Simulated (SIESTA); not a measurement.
Write the native input for SIESTA 5.4.2 that does the following.

- Task: band structure
- Functional: PBEsol
- Potentials or basis: PseudoDojo 0.4 standard (PBEsol files)
- Basis: DZP (energy shift 0.003 Ry; two zetas on semicore shells)
- Grid cutoff: 800 Ry
- Energy shift: 0.003 Ry
- k mesh: 8 × 8 × 8
- Occupations: fermi-dirac, width 0.05 eV
- Spin: no spin polarisation

Crystal: TiAu4.

```
Au Ti
1.0
    -3.27483    3.27483    1.98183
     3.27483   -3.27483    1.98183
     3.27483    3.27483   -1.98183
Au Ti
4 1
Cartesian
  1.3567 2.5880 0.0000
  1.9181 0.6868 1.9818
  -0.6868 1.9181 1.9818
  3.9617 1.3567 0.0000
  0.0000 0.0000 0.0000
```

The cell comes from a database or a generator and needn't be the stable form of this composition.

These files were run (other wordings do the same):

TiAu4.fdf

```
SystemName                      TiAu4
SystemLabel                     TiAu4
NumberOfSpecies                 2
NumberOfAtoms                   5
%block ChemicalSpeciesLabel
  1  79 Au
  2  22 Ti
%endblock ChemicalSpeciesLabel

LatticeConstant                 1.0 Ang
%block LatticeVectors
    -3.2748298730     3.2748298730     1.9818291383
     3.2748298730    -3.2748298730     1.9818291383
     3.2748298730     3.2748298730    -1.9818291383
%endblock LatticeVectors
AtomicCoordinatesFormat         Fractional
%block AtomicCoordinatesAndAtomicSpecies
     0.3951329600     0.2071385800     0.6022715400  1  Au
     0.6048670400     0.7928614200     0.3977284600  1  Au
     0.7928614200     0.3951329600     0.1879943800  1  Au
     0.2071385800     0.6048670400     0.8120056200  1  Au
     0.0000000000     0.0000000000     0.0000000000  2  Ti
%endblock AtomicCoordinatesAndAtomicSpecies

%block kgrid.MonkhorstPack
    8   0   0  0.0
    0   8   0  0.0
    0   0   8  0.0
%endblock kgrid.MonkhorstPack
XC.Functional                   GGA
XC.Authors                      PBEsol
PAO.BasisSize                   DZP
PAO.EnergyShift                 0.003 Ry
Mesh.Cutoff                     800 Ry
OccupationFunction              FD
ElectronicTemperature           0.05 eV
MaxSCFIterations                120
SCF.MustConverge                false
SCF.Mixer.Method                Pulay
SCF.Mixer.Weight                0.25
SCF.Mixer.History               8
SCF.DM.Tolerance                5.0e-05
SCF.H.Tolerance                 1.0e-03 eV
WriteForces                     true
Charge.Mulliken                 end
BandLinesScale                  ReciprocalLatticeVectors
%block BandLines
    1    0.000000   0.000000   0.000000  \Gamma
    8    0.000000   0.000000   0.500000  X
    8   -0.500000   0.500000   0.500000  M
   12    0.000000   0.000000   0.000000  \Gamma
   13    0.341558   0.341558  -0.341558  Z
    9    0.250000   0.250000   0.250000  P
    6    0.000000   0.500000   0.000000  N
    7   -0.341558   0.658442   0.341558  Z1
    6   -0.500000   0.500000   0.500000  M
    1    0.000000   0.000000   0.500000  X
   10    0.250000   0.250000   0.250000  P
%endblock BandLines
%block PAO.Basis
  Au 5
  n=5 0 2
    2.662 0.000
  n=6 0 2
    6.968 0.000
  n=5 1 2
    3.170 0.000
  n=6 1 1
    6.968
  n=5 2 2
    5.436 0.000
  Ti 5
  n=3 0 2
    3.151 0.000
  n=4 0 2
    8.703 0.000
  n=3 1 2
    3.568 0.000
  n=4 1 1
    8.703
  n=3 2 2
    6.267 0.000
%endblock PAO.Basis
```

Potentials or basis: PseudoDojo 0.4 standard (PBEsol files), DZP (energy shift 0.003 Ry; two zetas on semicore shells).

Launch:

```bash
$ siesta TiAu4.fdf > TiAu4.out 2>&1
```

It gave:

| Property | Result |
| --- | --- |
| Pressure | -3.9 GPa |
| Largest force | 0.133 eV/Å |
| Band gap on the k mesh | none (metal or under the smearing width) |

Caveat: short orbitals over semicore shells can move pressures by several GPa; spin-orbit coupling is left out, which moves the levels of the heavy elements; the basis of atomic orbitals isn't converged, which shifts pressures, moduli and gaps.

It took 3.5 min on 1 thread of Arm Neoverse V1, with other jobs on the host, peak memory 0.61 GiB.
